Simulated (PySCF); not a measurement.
# O3Si3: relaxation and vibrations and intensities, part 2 of 2

The task, for O3Si3: 2 runs in a chain (relaxation and vibrations and intensities).

PySCF 2.14.0; relaxation, pbe0, def2-tzvp, and further levels as typed in the inputs.

### Step 3. Vibrations and intensities: vibrations and intensities, pbe0, def2-tzvp

It takes the final geometry of step 2.

File run.py:

```python
from pyscf import gto, dft
from pyscf.hessian import thermo
import numpy as np
mol = gto.M(atom="mol.xyz", basis="def2-tzvp", charge=1, spin=1, verbose=4)
mf = dft.UKS(mol, xc="pbe0").density_fit().run(conv_tol=1e-9)
for i in range(6):  # look for a lower solution of the same spin
    mo, _, ok, _ = mf.stability(return_status=True)
    if ok: break
    mf.kernel(mf.make_rdm1(mo, mf.mo_occ))
print(f"converged SCF energy = {mf.e_tot:.10f}, stable: {ok}")
mol.verbose = 0; x = mol.atom_coords(); n = x.size; h = np.zeros((n, n + 3))
def point(d):  # for finite differences of the forces
    m = mol.set_geom_(x + d.reshape(-1, 3), unit="Bohr", inplace=False); s = dft.UKS(m, xc="pbe0").density_fit()
    s.grids.level = 4
    s.run(mf.make_rdm1(), conv_tol=1e-10); g = s.nuc_grad_method(); g.grid_response = True
    return np.append(g.kernel(), s.dip_moment(unit="AU", verbose=0))
for k in range(n): d = np.zeros(n); d[k] = 0.01; h[k] = (point(d) - point(-d)) / 0.02
H = (h[:, :n] + h[:, :n].T) / 2
f = thermo.harmonic_analysis(mol, H.reshape(mol.natm, 3, mol.natm, 3).transpose(0, 2, 1, 3))
print("harmonic vibrations: frequency (1/cm), infrared intensity (km/mol)")
for w, q in zip(f["freq_wavenumber"], f["norm_mode"]): t = q.ravel() @ h[:, n:]; print(f"  {w.real - w.imag:9.2f} {974.88 * t @ t:9.2f}")
```

Command:

```sh
python run.py
```

What it wrote:

```text
[INPUT] num. atoms = 6
[INPUT] num. electrons = 65
[INPUT] charge = 1
[INPUT] spin (= nelec alpha-beta = 2S) = 1
[INPUT] symmetry False subgroup None
[INPUT] Mole.unit = angstrom
[INPUT] Symbol           X                Y                Z      unit          X                Y                Z       unit  Magmom
[INPUT]  1 Si     0.660627040000  -1.917305170000  -0.150053700000 AA    1.248404176082  -3.623181668513  -0.283560396978 Bohr   0.0
[INPUT]  2 O      0.083728040000  -0.711822090000  -1.231566320000 AA    0.158223064547  -1.345148799516  -2.327323049038 Bohr   0.0
[INPUT]  3 Si     0.248283150000   0.444955330000  -0.072751200000 AA    0.469187154844   0.840843711365  -0.137479843233 Bohr   0.0
[INPUT]  4 O      0.851364420000  -0.650348100000   0.996912990000 AA    1.608845585999  -1.228979794631   1.883892521121 Bohr   0.0
[INPUT]  5 O      1.524699840000   1.536347970000  -0.539774910000 AA    2.881265119768   2.903276895332  -1.020026748812 Bohr   0.0
[INPUT]  6 Si     2.550242310000   2.636001530000  -0.913071540000 AA    4.819259517178   4.981320955634  -1.725455142735 Bohr   0.0

nuclear repulsion = 392.727851497516
number of shells = 72
number of NR pGTOs = 327
number of NR cGTOs = 204
basis = def2-tzvp
ecp = {}

******** <class 'pyscf.df.df_jk.DFUKS'> ********
method = DFUKS
initial guess = minao
damping factor = 0
level_shift factor = 0
DIIS = <class 'pyscf.scf.diis.CDIIS'>
diis_start_cycle = 1
diis_space = 8
diis_damp = 0
SCF conv_tol = 1e-09
SCF conv_tol_grad = None
SCF max_cycles = 50
direct_scf = False
number electrons alpha = 33  beta = 32
XC library pyscf.dft.libxc version 7.0.0
    S. Lehtola, C. Steigemann, M. J.T. Oliveira, and M. A.L. Marques.,  SoftwareX 7, 1–5 (2018)
XC functionals = pbe0
    C. Adamo and V. Barone.,  J. Chem. Phys. 110, 6158 (1999)
    M. Ernzerhof and G. E. Scuseria.,  J. Chem. Phys. 110, 5029 (1999)
radial grids:
    Treutler-Ahlrichs [JCP 102, 346 (1995); DOI:10.1063/1.469408] (M4) radial grids

becke partition: Becke, JCP 88, 2547 (1988); DOI:10.1063/1.454033
pruning grids: <function nwchem_prune at 0x79d407979c60>
grids dens level: 3
symmetrized grids: False
atomic radii adjust function: <function treutler_atomic_radii_adjust at 0x79d40797a980>
small_rho_cutoff = 0
Set gradient conv threshold to 3.16228e-05
tot grids = 99792
******** <class 'pyscf.df.df.DF'> ********
auxbasis = def2-tzvp-jkfit
init E= -1094.57824652921
[... the frontier-level lines of each cycle are left out ...]


cycle= 1 E= -1093.22914738673  delta_E= 1.35  |g|= 0.903  |ddm|= 1.76
cycle= 2 E= -1089.49315256423  delta_E= 3.74  |g|= 2.48  |ddm|=  1.9
cycle= 3 E= -1093.42495208854  delta_E= -3.93  |g|= 0.455  |ddm|= 1.71
cycle= 4 E= -1093.52378767158  delta_E= -0.0988  |g|= 0.185  |ddm|= 0.444
cycle= 5 E= -1093.53483489569  delta_E= -0.011  |g|= 0.115  |ddm|= 0.22
cycle= 6 E= -1093.53985823862  delta_E= -0.00502  |g|= 0.0173  |ddm|= 0.0883
cycle= 7 E= -1093.53999146194  delta_E= -0.000133  |g|= 0.00645  |ddm|= 0.0237
cycle= 8 E= -1093.54001872262  delta_E= -2.73e-05  |g|= 0.00191  |ddm|= 0.00935
cycle= 9 E= -1093.54002434386  delta_E= -5.62e-06  |g|= 0.000594  |ddm|= 0.00419
cycle= 10 E= -1093.54002588519  delta_E= -1.54e-06  |g|= 0.000341  |ddm|= 0.00239
cycle= 11 E= -1093.5400264965  delta_E= -6.11e-07  |g|= 0.00029  |ddm|= 0.00161
cycle= 12 E= -1093.54002674301  delta_E= -2.47e-07  |g|= 0.000208  |ddm|= 0.000995
cycle= 13 E= -1093.54002688683  delta_E= -1.44e-07  |g|= 0.000114  |ddm|= 0.00103
cycle= 14 E= -1093.54002691505  delta_E= -2.82e-08  |g|= 3.8e-05  |ddm|= 0.000442
cycle= 15 E= -1093.54002691952  delta_E= -4.47e-09  |g|= 3.88e-05  |ddm|= 0.00018
cycle= 16 E= -1093.54002692087  delta_E= -1.35e-09  |g|= 1.2e-05  |ddm|= 6.97e-05
cycle= 17 E= -1093.54002692126  delta_E= -3.94e-10  |g|= 6.44e-06  |ddm|= 4.85e-05
Extra cycle  E= -1093.5400269213  delta_E= -3.16e-11  |g|= 7.4e-06  |ddm|= 1.57e-05
converged SCF energy = -1093.5400269213  <S^2> = 0.75547947  2S+1 = 2.005472
uhf_internal: lowest eigs of H = [0.13192867 0.14283288 0.15135651]
<class 'pyscf.df.df_jk.DFUKS'> wavefunction is stable in the internal stability analysis
converged SCF energy = -1093.5400269213, stable: True
harmonic vibrations: frequency (1/cm), infrared intensity (km/mol)
      77.98      6.08
      81.31      5.03
     195.09      2.66
     249.15      3.34
     327.42     11.87
     497.43     64.94
     595.09     36.84
     599.49      2.86
     741.69    248.21
     873.65    118.78
     916.88     50.48
    1163.82    412.92
```

It took 22 min on 2 threads of Intel Xeon Platinum 8488C (Sapphire Rapids), shared host.

Harmonic frequencies from the force constants, with isotope-averaged masses (PySCF's default) and rigid motions projected out (i: imaginary):

```csv
mode,cm⁻¹,IR (km/mol)
1,78,6.1
2,81,5.0
3,195,2.7
4,249,3.3
5,327,11.9
6,497,64.9
7,595,36.8
8,599,2.9
9,742,248.2
10,874,118.8
11,917,50.5
12,1164,412.9
```

### Step 4. The runs side by side

What follows sums up all 2 parts.

| quantity | value |
| --- | --- |
| harmonic frequencies (step 3) | 78 to 1164 cm⁻¹ |
| zero-point energy (step 3) | 0.392 eV |

In words: In step 3 all modes are real: a minimum.
